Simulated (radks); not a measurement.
# Ionisation of Pm²³⁺: one atom, several choices of exchange strength α

An exercise on one series of results from a longer session: the logs are not shown, and one member is left open.

Method: scalar-relativistic Kohn-Sham, spin-unpolarised, spherical densities, finite nucleus. Code: radks (a radial shooting solver on a logarithmic mesh, Libxc functionals) version 1.

**Starting point**

- element: promethium (Z = 61)
- charge: +23
- electrons: 38
- configuration: [Kr] 4d2
- ion: Pm²⁴⁺, [Kr] 4d1
- choices: α = 0.612; α = 0.667; α = 0.689; α = 0.693; α = 0.879; α = 0.923

The outer shells:

Pm²³⁺
```
[Kr] core
4d [↑ ][↑ ][  ][  ][  ]
```

Pm²⁴⁺
```
[Kr] core
4d [↑ ][  ][  ][  ][  ]
```

Set-up of the first run:

The run's settings:

```text
Z 61
configuration [Kr] 4d2
relativity scalar-relativistic
functional xalpha 0.612
spin unpolarised
nucleus finite rms 4.962 fm
c 137.035999084
```

Steps of the session up to this table: α = 0.612: Pm²³⁺.

One table of the session follows, with a row left open; its other results are not shown here.

It belongs to the step «α = 0.612: Pm²³⁺». From the orbitals of this run (lengths in bohr):

```
level      <r>  outermost maximum (interpolated)  90 % within  nodes
   2s  0.09905                            0.0839        0.153      1
   2p  0.08716                            0.0677        0.142      0
   3s   0.2595                             0.238        0.380      2
   3p   0.2572                             0.233        0.384      1
   3d        ?                                 ?            ?      ?
   4s   0.5518                             0.532        0.783      3
   4p   0.5700                             0.547        0.816      2
   4d   0.5835                             0.552        0.852      1
```

Q: Estimate the row for 3d from the others.

The run gave: <r>: 0.2339; outermost maximum (interpolated): 0.191; 90 % within: 0.364; nodes: 0. In the column «<r>» it lies between 2s (0.09905) and 3p (0.2572).

To keep in mind: Spin polarisation and multiplet splitting are left out, so open shells lie too high by an amount that depends on their filling.
